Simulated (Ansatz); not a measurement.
Runs of Ansatz 0.2.0 on Sn3Te. The structure is tetragonal, space group I4/mmm (No. 139). Conventional cell: a = 4.602 Å, b = 4.602 Å, c = 11.033 Å, α = 90.00°, β = 90.00°, γ = 90.00°. Te (site symmetry 4/mmm) is surrounded by 12 Sn at 3.25 to 3.59 Å. Around Sn (site symmetry 4/mmm) lie 4 Te at 3.25 Å and 8 Sn at 3.59 Å. Sn (site symmetry -4m2) is surrounded by 8 Sn at 3.25 to 3.59 Å and 4 Te at 3.59 Å. The cell comes from a database or a generator and needn't be the stable form of this composition.

| level | cutoff (eV) | gap on the mesh (eV) | pressure (GPa) |
| --- | --- | --- | --- |
| r2SCAN | 500 | none | (a) |
| HSE06 | 420 | none | -2.0 |
| RPBE | 420 | none | 0.7 |
| PBE | 420 | none | (b) |
| PBEsol | 420 | none | -3.2 |

Alike in all rows: task projected density of states; potentials or basis Ansatz PAW; no spin polarisation; cell as given; k mesh 5 × 5 × 5; smearing fermi-dirac 0.05 eV; the mesh is coarse, so values aren't converged.

Task: Estimate the missing entries.

Result: (a) -1.2; (b) -0.6.

Caveats: all runs use coarse meshes; the density of states is complete only up to the lowest level of the last band computed; the PAW data sets come from PBE, with cores solved anew for the run's functional, which leaves a small shift of forces and pressure (some runs); the thresholds are loose for stress (some runs).

A k mesh can miss the band edges, and the runs leave out spin-orbit coupling on Sn, Te.

A gap of «none» marks a metal or a gap under the smearing width.
